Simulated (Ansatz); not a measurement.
# H6C2O: the cost of one run

Program: Ansatz 0.2.0. Level of theory: DFT PBE+D3(BJ), plane waves, PAW, scalar-relativistic, no spin polarisation. These are calculated values, not measurements.

## 1. The structure to begin with

The cell holds 36 atoms (C8H24O4): a = 7.529 Å, b = 7.529 Å, c = 7.529 Å, α = 90.00°, β = 90.00°, γ = 90.00°.

Its coordinates follow in the input file.

## 2. Relaxing the start

The input, input.yaml:

```yaml
crystal:
  lattice:
    - [7.529072, 0.0, 0.0]
    - [0.0, 7.529072, 0.0]
    - [0.0, 0.0, 7.529072]
  atoms:
    - { symbol: C, position: [0.772741, 0.8855255, 0.7873894] }
    - { symbol: C, position: [0.9084911, 1.0218085, 0.7297295] }
    - { symbol: O, position: [1.0646082, 0.9921467, 0.8329863] }
    - { symbol: H, position: [1.1526485, 1.0792207, 0.7967847] }
    - { symbol: H, position: [0.9366866, 1.0074969, 0.5871893] }
    - { symbol: H, position: [0.8566114, 1.1566037, 0.7510903] }
    - { symbol: H, position: [0.6492432, 0.9013521, 0.7126554] }
    - { symbol: H, position: [0.8240898, 0.7517737, 0.7650208] }
    - { symbol: H, position: [0.7441096, 0.9007036, 0.9287274] }
    - { symbol: C, position: [0.9967062, 0.3203575, 0.2660726] }
    - { symbol: C, position: [0.8443794, 0.2985168, 0.1370558] }
    - { symbol: O, position: [0.696603, 0.2328409, 0.2358643] }
    - { symbol: H, position: [0.5980049, 0.2183907, 0.1539306] }
    - { symbol: H, position: [0.8126297, 0.4266153, 0.0746036] }
    - { symbol: H, position: [0.8814954, 0.2056198, 0.030707] }
    - { symbol: H, position: [1.114729, 0.3706492, 0.1980378] }
    - { symbol: H, position: [0.9599617, 0.4135147, 0.3709448] }
    - { symbol: H, position: [1.0287458, 0.1927813, 0.3271002] }
    - { symbol: C, position: [0.2785655, 0.627004, 0.035711] }
    - { symbol: C, position: [0.3790257, 0.5500119, 0.1916142] }
    - { symbol: O, position: [0.558375, 0.6095265, 0.1772555] }
    - { symbol: H, position: [0.6239772, 0.5606357, 0.277003] }
    - { symbol: H, position: [0.3190953, 0.5946649, 0.3170414] }
    - { symbol: H, position: [0.3720369, 0.4041999, 0.1888669] }
    - { symbol: H, position: [0.1393046, 0.5859913, 0.0391344] }
    - { symbol: H, position: [0.2847349, 0.7718331, 0.0393235] }
    - { symbol: H, position: [0.3376136, 0.5815941, -0.088699] }
    - { symbol: C, position: [0.5572645, 0.4131557, 0.6143161] }
    - { symbol: C, position: [0.6671219, 0.5018884, 0.7570876] }
    - { symbol: O, position: [0.8490352, 0.4823029, 0.7077087] }
    - { symbol: H, position: [0.920674, 0.5389941, 0.7987994] }
    - { symbol: H, position: [0.6308981, 0.6429046, 0.7680328] }
    - { symbol: H, position: [0.6411668, 0.4395294, 0.8865295] }
    - { symbol: H, position: [0.4156376, 0.4236651, 0.6446264] }
    - { symbol: H, position: [0.582405, 0.4760181, 0.4860864] }
    - { symbol: H, position: [0.5926616, 0.2728841, 0.6044425] }
basis:
  ecutwfc: 420.0
kpoints:
  mp_grid: { grid: [1, 1, 1] }
hamiltonian:
  xc: pbe
  dispersion: d3bj
scf:
  occupations: { method: fermi_dirac, width: 0.02 }
  lower_state_search: "off"
relax:
  f_tol: 0.3
  max_steps: 15
  adjacent_minimum: "off"
```

Run with:

```sh
$ ansatz run input.yaml --threads 1 --pin off --max-ram 3072MiB --backend cpu --events-out ev --progress --plain --runs-dir out
```

**Question.** How long does this run take on 1 thread of Arm Neoverse V1, shared host, and how much memory does it need?

About 11 s, with a peak of 0.43 GiB.
